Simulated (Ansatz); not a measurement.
A nudged elastic band was laid between two geometries of a periodic cell of 25 atoms, Li (surface Li(110), adsorbate Li).

Computed with DFT PBEsol, scalar-relativistic, plane waves, PAW in Ansatz. Settings: cutoff 420 eV, k mesh 4x4x1, gaussian smearing 0.15 eV, no spin polarisation.

* movable images: 5
* climbing image: yes
* spring: 5.0 eV/Å²
* optimiser: lbfgs
* start path: IDPP
* force threshold: 0.05 eV/Å
* iteration limit: 65
* end points: relaxed
* atoms held: 1 to 6

First end point:

```xyz
25
Lattice="6.9800 0.0000 0.0000 5.2350 7.4034 0.0000 0.0000 0.0000 18.4034" Properties=species:S:1:pos:R:3
Li 0.000 2.468 1.000
Li 3.490 2.468 1.000
Li 1.745 4.936 1.000
Li 5.235 4.936 1.000
Li 3.490 7.403 1.000
Li 6.980 7.403 1.000
Li 0.015 -0.011 3.249
Li 3.476 0.002 3.254
Li 1.733 2.467 3.342
Li 5.247 2.462 3.352
Li 3.488 4.936 3.337
Li 6.979 4.935 3.286
Li 0.012 2.453 5.844
Li 3.482 2.475 5.799
Li 1.680 4.946 5.709
Li 5.297 4.922 5.718
Li 3.500 7.390 5.521
Li 6.972 7.418 5.577
Li -0.036 -0.081 7.843
Li 3.529 -0.070 7.825
Li 1.752 2.314 8.313
Li 5.238 2.328 8.265
Li 3.479 4.879 8.010
Li 6.996 4.958 8.260
Li 10.449 7.000 10.210
```

Last end point:

Only the atoms that move by more than 0.05 Å are listed.
```
Li13 0.031 2.472 5.768
Li15 1.697 4.941 5.827
Li16 5.275 4.936 5.804
Li19 -0.044 0.081 7.834
Li20 3.532 0.107 7.855
Li21 1.727 2.473 8.303
Li22 5.246 2.532 8.148
Li23 3.483 5.071 8.179
Li24 6.979 5.136 8.346
Li25 10.502 7.523 10.230
```

(1) Which bonds break or form, and what moves?

(2) What energy profile does the band end with?

The band took 5 iterations and of the order of 29 core-minutes.

Results:

(1) The atom that moves furthest is Li25, by 0.53 Å; four of its nearest neighbours are Li20 2.94, Li19 2.95, Li23 3.06, Li22 3.35 Å at the first end and Li19 2.92, Li20 2.94, Li22 3.19, Li23 3.20 Å at the last.

(2) It converged. The highest image is number 0 of 0 to 6, 0.000 eV above the first end and 0.003 eV above the last; the last end lies 0.003 eV below the first. The highest image is an end point: on this band no image between the ends rises above it. Limits of this set-up: coarse k mesh, thin slab, slab without dipole correction, a typed lattice constant that wasn't relaxed here.

```csv
image,path coordinate (Å),energy (eV)
0,0.00,0.000
1,0.14,-0.001
2,0.29,-0.002
3,0.43,-0.003
4,0.57,-0.003
5,0.71,-0.004
6,0.85,-0.003
```

Time of the run: 8.2 min on 4 threads of Intel(R) Xeon(R) Platinum 8488C (Sapphire Rapids), with other jobs on the host, peak memory 3.4 GiB.
